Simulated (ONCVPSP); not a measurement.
# La: generating and testing an ONCV potential

Aim: build the potential from the settings below, then test how well it stands in for the atom: other configurations, scattering, ghost states and the plane-wave cutoff that it needs.

The numbers are computed with ONCVPSP 4.0.1 (PBE, scalar-relativistic, spin-unpolarised reference atom).

### 1 Settings

The settings as typed:

| Property | Result |
| --- | --- |
| element | lanthanum (La, Z = 57) |
| type | optimised norm-conserving Vanderbilt (ONCV) |
| frozen core | [Kr] 4d10 |
| valence charge | 11 |
| reference configuration | 5s2 5p6 5d1 6s1.5 (charge +0.5) |
| partial waves | 5s+6s: rc 2.70 bohr, ncon 4, nbas 9, qcut 3.6 1/bohr, 3 projectors, debl 1.3 Ha; 5p: rc 1.80 bohr, ncon 4, nbas 8, qcut 4.9 1/bohr, 2 projectors, debl 0.3 Ha; 5d: rc 3.30 bohr, ncon 5, nbas 10, qcut 4.1 1/bohr, 1 projector; f scattering state at 0.07 Ha: rc 2.55 bohr, ncon 3, nbas 6, qcut 4.7 1/bohr, 3 projectors, debl 2.8 Ha |
| local potential | polynomial inside 1.80 bohr (lpopt 5, dvloc0 0 Ha) |
| core correction | polynomial model core, fcfact 0.45 |

The nodes and maxima of the atom's own shells, from an earlier all-electron run, set the scale for the radii.

All-electron outer shells of the reference configuration (PBE, scalar-relativistic, ld1.x):

| shell | level (eV) | outermost node (bohr) | outermost maximum (bohr) |
| --- | --- | --- | --- |
| 5s | -41.70 | 0.77 | 1.41 |
| 5p | -25.17 | 0.83 | 1.58 |
| 4f | -7.12 | – | 0.75 |
| 6s | -5.94 | 1.86 | 3.69 |
| 5d | -5.69 | 0.95 | 2.19 |
| 6p | -3.30 | 2.19 | 4.69 |

### 2 Generation

File La.dat:

```
# ATOM AND REFERENCE CONFIGURATION
# atsym  z   nc   nv     iexc    psfile
  La 57.00    9    4        4      upf
#
#   n    l    f
    1    0    2.00
    2    0    2.00
    2    1    6.00
    3    0    2.00
    3    1    6.00
    3    2   10.00
    4    0    2.00
    4    1    6.00
    4    2   10.00
    5    0    2.00
    5    1    6.00
    5    2    1.00
    6    0    1.50
#
# PSEUDOPOTENTIAL AND OPTIMIZATION
# lmax
    3
#
#   l,   rc,      ep,       ncon, nbas, qcut
    0    2.70    0.00    4    9    3.60
    1    1.80    0.00    4    8    4.90
    2    3.30    0.00    5   10    4.10
    3    2.55    0.07    3    6    4.70
#
# LOCAL POTENTIAL
# lloc, lpopt,  rc(5),   dvloc0
    4    5    1.80    0.00
#
# VANDERBILT-KLEINMAN-BYLANDER PROJECTORs
# l, nproj, debl
    0    3    1.30
    1    2    0.30
    2    1    2.90
    3    3    2.80
#
# MODEL CORE CHARGE
# icmod, fcfact, rcfact
    1    0.45    0.00
#
# LOG DERIVATIVE ANALYSIS
# epsh1, epsh2, depsh
   -3.00    5.00    0.02
#
# OUTPUT GRID
# rlmax, drl
    6.00    0.01
#
# TEST CONFIGURATIONS
# ncnf
    4
# nvcnf
#   n    l    f
    4
    5    0    2.00
    5    1    6.00
    5    2    1.00
    6    0    2.00
#
    4
    5    0    2.00
    5    1    6.00
    5    2    1.00
    6    0    1.00
#
    4
    5    0    2.00
    5    1    6.00
    5    2    1.00
    6    0    0.00
#
    4
    5    0    2.00
    5    1    5.00
    5    2    1.00
    6    0    2.00
#
```

Command:

```bash
$ oncvpsp.x < La.dat > La.out
```

Q: Predict the outcome of this session. Wanted: cutoffs for 1 and 0.1 mHa per electron, occupied waves; bound ghosts; GHOST(+) flags; largest test error; largest phase difference near zero energy, channels read; rms error of d²Exc/dn², without and with the model core; projector energies reset by the program.

**Answer**, as computed:

| quantity | value |
| --- | --- |
| cutoffs for 1 and 0.1 mHa per electron, occupied waves | 13 Ha and 55 Ha |
| bound ghosts | none found |
| GHOST(+) flags | s at 106 eV |
| largest test error (AE − PS) | -9.4 meV, for 5s2 5p6 5d1 6s0 |
| largest phase difference near zero energy, channels read | 0.159 rad |
| rms error of d²Exc/dn², without and with the model core | 3.60 and 1.96 mHa |
| projector energies reset by the program | p: -0.925, 0.250 Ha; f: -0.262, 2.538, 5.338 Ha |

In words: By total energies transferability is good: the largest error is 9.4 meV on 14.5 eV, for 5s2 5p6 5d1 6s0. The potential is soft on the atom at that tolerance: the looser tolerance needs 13 Ha. The tighter tolerance needs 55 Ha, and converged work needs a cutoff nearer that. At the looser tolerance the 5p wave is the slowest; 5d needs 6 Ha. That counts occupied waves only; other projectors can need more. The program's ghost test flags no bound state. Of the channels read, f scatters worst near zero energy, by up to 0.16 rad. The program also flags highly localised states, GHOST(+) (s). All of this concerns the isolated atom, not yet a solid.
